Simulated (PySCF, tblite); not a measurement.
# C2H5O4Si radical: geometry, infrared bands and EPR parameters

What infrared bands and EPR parameters should C2H5O4Si radical (`[CH2]OC(=O)[SiH](O)O`) show?

The runs use tblite 0.8.0 and PySCF 2.14.0, with density-fitted response routines of our own; the level of theory stands in each step. All values are computed, except where a source is named. Atoms count from 0, in the outputs and in this text.

**1. The molecule as given**

12 atoms, charge 0, multiplicity 2; geometry from: force field or distance geometry start.

Bonds of the start (Å): C0–O1 1.39, O1–C2 1.35, C2–O3 1.24, C2–Si4 1.94, Si4–O5 1.68, Si4–O6 1.65, C0–H7 1.08, C0–H8 1.08, Si4–H9 1.48, O5–H10 0.97, O6–H11 0.97.

**2. Relaxing the molecule with GFN2-xTB**

Job settings and geometry (Å):

```
{"job": {"kind": "relax", "xc": "GFN2-xTB", "basis": "xTB"}, "charge": 0, "multiplicity": 2}
C      2.426100    -1.295200    -0.377800
O      1.150700    -1.111800     0.146900
C      0.457800    -0.058800    -0.346600
O      0.806200     0.746700    -1.222300
Si    -1.318600     0.219900     0.374100
O     -2.119700     1.484500    -0.381400
O     -1.372400     0.561400     1.992100
H      2.819000    -0.540200    -1.038800
H      2.946600    -2.142300     0.033800
H     -2.151900    -0.989500     0.162600
H     -1.580100     1.926100    -1.060800
H     -2.062500     1.198400     2.236100
```

Command:

```console
> OMP_NUM_THREADS=1 python probes_run.py task.json out
```

This one command runs all jobs of the session in turn.

Log:

```text
step      E/eV     max force
  0    -675.61450    2.509
  1    -675.80607    1.515
  2    -675.86374    0.873
  3    -675.88223    0.388
  4    -675.89182    0.378
  5    -675.90469    0.308
  6    -675.91019    0.208
  7    -675.91443    0.180
  8    -675.91851    0.183
  9    -675.92479    0.250
 10    -675.93332    0.317
 11    -675.94167    0.259
 12    -675.94680    0.145
 13    -675.94976    0.137
 14    -675.95227    0.151
 15    -675.95460    0.137
 16    -675.95614    0.076
 17    -675.95689    0.066
 18    -675.95743    0.069
 19    -675.95814    0.087
 20    -675.95899    0.084
 21    -675.95978    0.083
 22    -675.96047    0.076
 23    -675.96122    0.066
 24    -675.96201    0.082
 25    -675.96267    0.066
 26    -675.96316    0.065
 27    -675.96370    0.062
 28    -675.96459    0.097
 29    -675.96607    0.126
 30    -675.96763    0.123
 31    -675.96894    0.105
 32    -675.96976    0.093
 33    -675.97056    0.115
 34    -675.97128    0.106
 35    -675.97214    0.075
 36    -675.97254    0.080
 37    -675.97324    0.083
 38    -675.97412    0.105
 39    -675.97493    0.080
 40    -675.97513    0.061
 41    -675.97528    0.097
 42    -675.97551    0.042
 43    -675.97572    0.034
 44    -675.97615    0.065
 45    -675.97651    0.079
 46    -675.97679    0.058
 47    -675.97697    0.039
 48    -675.97722    0.041
 49    -675.97761    0.071
 50    -675.97801    0.070
 51    -675.97819    0.037
 52    -675.97826    0.029
 53    -675.97836    0.031
 54    -675.97849    0.045
 55    -675.97874    0.057
 56    -675.97900    0.056
 57    -675.97917    0.035
 58    -675.97928    0.035
 59    -675.97941    0.044
 60    -675.97962    0.052
 61    -675.97990    0.050
 62    -675.98015    0.040
 63    -675.98034    0.032
 64    -675.98050    0.042
 65    -675.98069    0.064
 66    -675.98104    0.075
 67    -675.98167    0.113
 68    -675.98233    0.086
 69    -675.98275    0.058
 70    -675.98299    0.047
 71    -675.98320    0.045
 72    -675.98348    0.039
 73    -675.98402    0.106
 74    -675.98288    0.220
 75    -675.98465    0.054
 76    -675.98489    0.066
 77    -675.98517    0.029
 78    -675.98522    0.028
 79    -675.98541    0.028
 80    -675.98556    0.032
 81    -675.98582    0.028
 82    -675.98601    0.030
 83    -675.98618    0.038
 84    -675.98634    0.047
 85    -675.98663    0.077
 86    -675.98722    0.109
 87    -675.98798    0.108
 88    -675.98857    0.063
 89    -675.98899    0.077
 90    -675.98908    0.162
 91    -675.98954    0.055
 92    -675.98965    0.025
 93    -675.98972    0.040
 94    -675.98976    0.033
 95    -675.98984    0.029
 96    -675.98992    0.032
 97    -675.99001    0.020
 98    -675.99007    0.026
 99    -675.99010    0.016
100    -675.99013    0.056
101    -675.99016    0.033
102    -675.99018    0.014
103    -675.99021    0.014
104    -675.99024    0.015
105    -675.99027    0.016
106    -675.99030    0.017
107    -675.99034    0.018
108    -675.99037    0.012
109    -675.99039    0.013
110    -675.99040    0.010
```

Run time: 0.6 s. Hardware: 1 thread of Arm Neoverse V1, shared host.

The steps of the relaxation: (not every step is listed)

| step | energy from step 0 (eV) | largest force (eV/Å) |
| --- | --- | --- |
| 0 | 0.0000 | 2.5086 |
| 1 | -0.1916 | 1.5148 |
| 2 | -0.2492 | 0.8731 |
| 3 | -0.2677 | 0.3881 |
| 4 | -0.2773 | 0.3784 |
| 5 | -0.2902 | 0.3078 |
| 6 | -0.2957 | 0.2084 |
| 7 | -0.2999 | 0.1800 |
| 8 | -0.3040 | 0.1831 |
| 17 | -0.3424 | 0.0660 |
| 26 | -0.3487 | 0.0652 |
| 35 | -0.3576 | 0.0753 |
| 44 | -0.3616 | 0.0647 |
| 53 | -0.3639 | 0.0315 |
| 62 | -0.3656 | 0.0401 |
| 71 | -0.3687 | 0.0448 |
| 80 | -0.3711 | 0.0322 |
| 89 | -0.3745 | 0.0766 |
| 98 | -0.3756 | 0.0258 |
| 105 | -0.3758 | 0.0161 |
| 106 | -0.3758 | 0.0172 |
| 107 | -0.3758 | 0.0185 |
| 108 | -0.3759 | 0.0115 |
| 109 | -0.3759 | 0.0127 |
| 110 | -0.3759 | 0.0097 |

Close pairs (by a distance rule), those that changed most:

| bond | before (Å) | after (Å) | change (Å) |
| --- | --- | --- | --- |
| C0–O1 | 1.391 | 1.326 | -0.065 |
| Si4–O5 | 1.677 | 1.625 | -0.052 |
| Si4–O6 | 1.655 | 1.613 | -0.041 |
| C2–Si4 | 1.937 | 1.902 | -0.036 |
| Si4–H9 | 1.484 | 1.462 | -0.022 |
| C2–O3 | 1.240 | 1.218 | -0.021 |
| O5–H10 | 0.974 | 0.953 | -0.020 |
| O6–H11 | 0.970 | 0.954 | -0.017 |

The next job starts from the end point, and lists it.

**3. Vibrational analysis with GFN2-xTB**

Job settings and geometry (Å):

```
{"job": {"kind": "ir", "xc": "GFN2-xTB", "basis": "xTB"}, "charge": 0, "multiplicity": 2}
C      2.377560    -1.147265    -0.140476
O      1.158033    -0.819857     0.264693
C      0.344336    -0.064855    -0.521786
O      0.692218     0.300029    -1.631078
Si    -1.358803     0.281117     0.250202
O     -1.883906     1.756615    -0.182926
O     -1.121279     0.270240     1.845865
H      2.734706    -0.813774    -1.098679
H      2.956267    -1.731736     0.545483
H     -2.322514    -0.734987    -0.168311
H     -1.811280     2.055317    -1.085089
H     -1.764140     0.648471     2.440203
```

Log:

```text
mode    cm-1     km/mol
  1      24.3      4.69
  2      95.4      6.08
  3     120.2      1.18
  4     182.3     30.28
  5     221.0     20.96
  6     251.6     27.90
  7     289.5    198.13
  8     315.6     42.94
  9     330.1      6.70
 10     336.7     11.57
 11     434.2     34.04
 12     488.5     38.83
 13     532.9     44.49
 14     697.1    145.92
 15     702.3     88.22
 16     754.4     11.68
 17     784.2    159.65
 18     815.2    279.52
 19     886.2    324.58
 20     959.6    182.29
 21    1034.5     73.57
 22    1106.8     22.59
 23    1195.2     45.13
 24    1327.7      7.46
 25    1663.2    343.94
 26    2263.1    271.11
 27    3109.0      5.81
 28    3185.3      3.41
 29    3662.1     27.28
 30    3683.7     46.88
```

Run time: 0.32 s. Hardware: 1 thread of Arm Neoverse V1, shared host.

The strongest bands and the atoms that carry them (share of the mass-weighted mode):

| cm⁻¹ | km/mol | atoms |
| --- | --- | --- |
| 290 | 198.1 | H11 23 %, O5 21 %, H10 19 %, O6 16 % |
| 697 | 145.9 | H9 79 % |
| 784 | 159.7 | H11 55 %, H10 19 %, O5 12 % |
| 815 | 279.5 | H10 60 %, O6 16 % |
| 886 | 324.6 | O5 40 %, Si4 31 %, O6 12 %, H11 11 % |
| 960 | 182.3 | Si4 44 %, O6 33 %, O5 13 % |
| 1663 | 343.9 | C2 60 %, O3 39 % |
| 2263 | 271.1 | H9 97 % |

**4. g tensor and hyperfine couplings: B3LYP/pcH-1**

The job, as its differences from that of step 3:

```diff
@@ -1,2 +1,2 @@
-{"job": {"kind": "ir", "xc": "GFN2-xTB", "basis": "xTB"}, "charge": 0, "multiplicity": 2}
+{"job": {"kind": "epr", "basis": "pcH-1"}, "charge": 0, "multiplicity": 2}
 C      2.377560    -1.147265    -0.140476
```

With the program's defaults for keys left out, this is: UKS B3LYP, pcH-1 on C H O Si, non-relativistic, mean-field spin-orbit, GIAO.

Log:

```text
UKS, coarse grid
  cycle   1  E = -669.35390687  |g| = 9.69e-01
  cycle   2  E = -668.47271502  |g| = 1.80e+00
  cycle   3  E = -669.63339790  |g| = 3.32e-01
  cycle   4  E = -669.66996549  |g| = 1.23e-01
  cycle   5  E = -669.67491615  |g| = 2.29e-02
  cycle   6  E = -669.67513208  |g| = 1.17e-02
  cycle   7  E = -669.67518876  |g| = 2.97e-03
  cycle   8  E = -669.67519606  |g| = 1.55e-03
  cycle   9  E = -669.67519782  |g| = 6.02e-04
UKS, final grid
  cycle   1  E = -669.67515948  |g| = 8.07e-04
  cycle   2  E = -669.67515916  |g| = 1.29e-03
  cycle   3  E = -669.67515977  |g| = 1.94e-04
  cycle   4  E = -669.67515978  |g| = 7.90e-05
  cycle   5  E = -669.67515979  |g| = 4.88e-05
  cycle   6  E = -669.67515979  |g| = 1.24e-05
E = -669.67515979 Eh   <S^2> = 0.7546 (exact 0.7500)
g shifts (ppm)      1          2          3
  rmc          -172       -172       -172
  gc              1         43         36
  oz_so         -16        399       1611
  total        -187        270       1475
hyperfine (MHz)  atom isotope    a_iso     a_fc   dipolar eigenvalues
    0   13C      84.30      84.38    -77.57    -74.84    152.40
    1   17O      -5.62      -5.68    -23.95     11.05     12.90
    2   13C       6.71       6.74     -6.39     -4.47     10.86
    3   17O      -5.19      -5.17    -25.98     12.40     13.58
    4  29Si       6.61       6.61     -0.36     -0.15      0.51
    5   17O      -0.44      -0.44     -0.18      0.07      0.10
    6   17O      -1.10      -1.10     -0.34      0.01      0.34
    7    1H     -63.85     -63.87    -34.79     -0.62     35.41
    8    1H     -63.70     -63.71    -36.63     -0.08     36.71
    9    1H       2.50       2.50     -1.04     -0.85      1.89
   10    1H       0.01       0.01     -0.72     -0.71      1.43
   11    1H       0.01       0.01     -0.68     -0.67      1.35
```

Wall time 56 s (1 thread of Arm Neoverse V1, shared host); peak memory 0.89 GiB.

Principal g values 2.00213, 2.00259, 2.00379; g(iso) = 2.00284, against 2.00232 for a free electron.

Mean a(iso) over the nuclei that a row names, and the largest dipolar term of the row (other rows stand at the frozen geometry):

| nuclei | isotope | a(iso) (MHz) | a(iso) (G, at g = 2.0023) | largest dipolar term (MHz) |
| --- | --- | --- | --- | --- |
| C0 | 13C | 84.3 | 30.1 | 152.4 |
| H7, H8 | 1H | -63.8 | -22.8 | 36.7 |
| C2 | 13C | 6.7 | 2.4 | 10.9 |
| Si4 | 29Si | 6.6 | 2.4 | 0.5 |
| O1 | 17O | -5.6 | -2.0 | -24.0 |
| O3 | 17O | -5.2 | -1.9 | -26.0 |
| H9 | 1H | 2.5 | 0.9 | 1.9 |
| O5, O6 | 17O | -0.8 | -0.3 | -0.3 |
| H10, H11 | 1H | 0.0 | 0.0 | 1.4 |

Mulliken spin populations:

| atom | value (e) |
| --- | --- |
| C0 | 0.94 |
| O1 | 0.01 |
| C2 | 0.06 |
| O3 | 0.08 |
| Si4 | 0.00 |
| O5 | 0.00 |
| O6 | 0.00 |
| H7 | -0.04 |
| H8 | -0.04 |
| H9 | 0.00 |
| H10 | 0.00 |
| H11 | 0.00 |

In first order the couplings over 0.8 MHz of 1H give 6 distinct lines over 46.4 G, if the averaged nuclei exchange fast; the same motion can average rows kept apart here too.

The fields below are evaluated on a grid from the run's orbitals.

ELF in a plane through or near 7 of the atoms.

Values, 10 rows by 14 columns:
```
0.00 0.00 0.00 0.00 0.00 0.00 0.00 0.00 0.00 0.00 0.00 0.00 0.00 0.00
0.00 0.00 0.00 0.00 0.00 0.00 0.00 0.00 0.01 0.00 0.00 0.00 0.00 0.00
0.00 0.00 0.00 0.03 0.00 0.00 0.00 0.23 0.50 0.37 0.44 0.00 0.00 0.00
0.00 0.00 0.92 0.99 0.09 0.45 0.21 0.34 0.80 0.78 0.56 0.00 0.00 0.00
0.00 0.01 0.76 0.98 0.43 0.56 0.63 0.14 0.32 0.41 0.03 0.01 0.00 0.00
0.00 0.00 0.07 0.78 0.39 0.58 0.34 0.97 0.17 0.39 0.69 0.36 0.00 0.00
0.00 0.00 0.39 0.99 0.49 0.55 0.78 0.29 0.13 0.70 0.77 0.35 0.00 0.00
0.00 0.00 0.01 0.23 0.03 0.85 0.77 0.77 0.01 0.79 0.67 0.03 0.00 0.00
0.00 0.00 0.00 0.00 0.00 0.10 0.25 0.16 0.00 0.03 0.01 0.00 0.00 0.00
0.00 0.00 0.00 0.00 0.00 0.00 0.00 0.00 0.00 0.00 0.00 0.00 0.00 0.00
```
The map spans 11.8 Å across and 9.2 Å up, centred on the molecule. Atoms in the plane (x, y in Å): C0 (-2.6, 0.2), O1 (-1.3, 0.5), C2 (-0.4, -0.5), O3 (-0.7, -1.7), O6 (1.4, 1.6), H7 (-3.0, -0.8), H8 (-3.3, 1.1).

log10 of the density (e/Å³) in the same plane.

Values, 10 rows by 14 columns:
```
-4.0 -4.0 -4.0 -4.0 -4.0 -4.0 -4.0 -4.0 -4.0 -4.0 -4.0 -4.0 -4.0 -4.0
-4.0 -4.0 -4.0 -4.0 -4.0 -4.0 -4.0 -3.6 -2.8 -2.9 -3.5 -4.0 -4.0 -4.0
-4.0 -4.0 -3.3 -2.8 -3.1 -3.3 -3.3 -1.8 -1.0 -1.1 -1.8 -3.5 -4.0 -4.0
-4.0 -3.2 -1.7 -0.9 -1.3 -1.1 -1.4 -1.0  0.6  0.2 -1.1 -3.0 -4.0 -4.0
-4.0 -2.9 -1.2  0.2  0.1  0.8  0.0 -0.8 -0.1 -0.4 -1.4 -2.5 -4.0 -4.0
-4.0 -3.1 -1.6 -0.1  0.2  0.1  0.3  0.1  0.2  0.0 -0.4 -1.5 -3.3 -4.0
-4.0 -3.5 -1.9 -0.6 -0.8 -0.3  0.6 -0.4 -0.9  0.1  0.0 -1.4 -3.3 -4.0
-4.0 -4.0 -3.0 -2.1 -1.7 -0.3  0.6 -0.7 -1.8 -0.8 -1.0 -2.3 -4.0 -4.0
-4.0 -4.0 -4.0 -4.0 -3.1 -1.9 -1.5 -2.0 -3.2 -2.8 -2.9 -3.9 -4.0 -4.0
-4.0 -4.0 -4.0 -4.0 -4.0 -4.0 -4.0 -4.0 -4.0 -4.0 -4.0 -4.0 -4.0 -4.0
```
The map spans 11.8 Å across and 9.2 Å up, centred on the molecule. Atoms in the plane (x, y in Å): C0 (-2.6, 0.2), O1 (-1.3, 0.5), C2 (-0.4, -0.5), O3 (-0.7, -1.7), O6 (1.4, 1.6), H7 (-3.0, -0.8), H8 (-3.3, 1.1).

On the surface of density 0.002 e/bohr³ the electrostatic potential runs, from the 1st to the 99th percentile, from -1.43 V near O3 to 2.57 V near H11.

The spin density lies nearest to C0 57 %; H7, H8 about 10 % each; O1, O3 about 8 % each; C2 6 %.

**5. Outcome**

| quantity | value |
| --- | --- |
| strongest single infrared mode (GFN2-xTB) | 1663 cm⁻¹, 344 km/mol |
| zero-point energy (GFN2-xTB) | 45.0 kcal/mol |
| g(iso) (B3LYP) | 2.00284 |
| ⟨S²⟩ | 0.755 (exact 0.75) |
| largest a(iso) (averaged by class) | 13C on C0, 84.3 MHz |
| potential on the surface of density 0.002 e/bohr³, 1st and 99th percentile | -1.43 V and 2.57 V |

What this shows: Over 110 steps the energy fell by 0.376 eV; of the close pairs, C0–O1 changed most, 1.391 to 1.326 Å. No mode is imaginary among the 30: a minimum at this level. The strongest single mode, at 1663 cm⁻¹, moves mainly C2 and O3. GFN2-xTB is a fitted tight-binding method: band positions and strengths are rough. Its intensities can rank the bands wrongly. Most of the unpaired spin sits on C0 (0.94 e). The isotropic g lies 0.5 ppt above the free-electron value. The conformer search found further structures of the same energy, which may be mirror or relabelled copies of this one.
